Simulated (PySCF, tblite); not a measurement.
# C3H13NS2Si2: geometry, infrared bands and NMR shifts

Wanted: the infrared bands and NMR shifts of C3H13NS2Si2 (`CC[Si@@H](SC)S[SiH2]N`), by calculation.

Computed with tblite 0.8.0 and PySCF 2.14.0, with density-fitted response routines of our own, on a single molecule in the gas phase. Atoms count from 0, in the outputs and in this text.

### 1 The molecule as given

21 atoms, charge 0, multiplicity 1; geometry from: force field or distance geometry start.

Bonds of the start (Å): C0–C1 1.52, C1–Si2 1.86, Si2–S3 2.15, S3–C4 1.82, Si2–S5 2.14, S5–Si6 2.16, Si6–N7 1.78, C0–H8 1.11, C0–H9 1.12, C0–H10 1.11, C1–H11 1.11, C1–H12 1.12, Si2–H13 1.49, C4–H14 1.11, C4–H15 1.12, C4–H16 1.12, Si6–H17 1.47, Si6–H18 1.47, N7–H19 1.04, N7–H20 1.04.

### 2 Optimising the geometry with GFN2-xTB

What the job is given:

```
{"job": {"kind": "relax", "xc": "GFN2-xTB", "basis": "xTB"}, "charge": 0, "multiplicity": 1}
C     -2.427300    -1.735000     0.503800
C     -2.057000    -0.294400     0.171400
Si    -0.284900    -0.133800    -0.370800
S      0.304900     1.905800    -0.693700
C     -1.049900     2.937600    -0.047500
S      1.101300    -1.039800     0.982500
Si     2.894000    -1.340200    -0.189200
N      3.966200     0.084200    -0.121700
H     -1.670400    -2.425300     0.067000
H     -3.437400    -1.908200     0.044900
H     -2.525300    -1.842600     1.603000
H     -2.696400     0.001500    -0.684100
H     -2.274600     0.376500     1.043300
H     -0.119100    -0.856400    -1.657800
H     -1.929300     2.758000    -0.709000
H     -1.299300     2.690700     1.012200
H     -0.703800     3.997700    -0.163100
H      3.552600    -2.597900     0.179000
H      2.447900    -1.467200    -1.587000
H      4.754600    -0.056200     0.534100
H      3.444300     0.962000     0.082200
```

Command:

```sh
> OMP_NUM_THREADS=1 python probes_run.py task.json out
```

The driver reads the jobs from task.json and runs them one after another.

**Question.** This job is followed by: GFN2-xTB harmonic vibrations, gas phase; GIAO PBE0/pcSseg-1 NMR shielding, non-relativistic, gas phase. Predict these results of the whole session: strongest single infrared mode (GFN2-xTB); zero-point energy (GFN2-xTB); 13C shifts against TMS (PBE0/pcSseg-1); 1H shifts against TMS (PBE0/pcSseg-1, means over atoms taken as alike); 29Si shifts against TMS (PBE0/pcSseg-1); 33S shifts against CS2 (PBE0/pcSseg-1); 15N shifts against NH3 (PBE0/pcSseg-1).

**Answer**, as computed:

| quantity | value |
| --- | --- |
| strongest single infrared mode (GFN2-xTB) | 569 cm⁻¹, 379 km/mol |
| zero-point energy (GFN2-xTB) | 98.4 kcal/mol |
| 13C shifts against TMS (PBE0/pcSseg-1) | 13.4, 12.8, 9.0 ppm |
| 1H shifts against TMS (PBE0/pcSseg-1, means over atoms taken as alike) | 5.56, 5.34, 5.08, 1.99, 1.38, 1.19, 1.16, 0.89 ppm |
| 29Si shifts against TMS (PBE0/pcSseg-1) | 16.5, -29.3 ppm |
| 33S shifts against CS2 (PBE0/pcSseg-1) | -158, -193 ppm |
| 15N shifts against NH3 (PBE0/pcSseg-1) | 39.8 ppm |

Over 188 steps the energy fell by 0.657 eV; of the close pairs, Si6–N7 changed most, 1.784 to 1.712 Å. No mode is imaginary among the 57: a minimum at this level. The strongest single mode, at 569 cm⁻¹, is carried by H20, H19, N7. Unscaled tight-binding wavenumbers are off by several per cent, some by more. Its intensities can rank the bands wrongly. At PBE0/pcSseg-1: The widest tensor belongs to S3: span 242 ppm, with a paramagnetic part of -401 ppm.
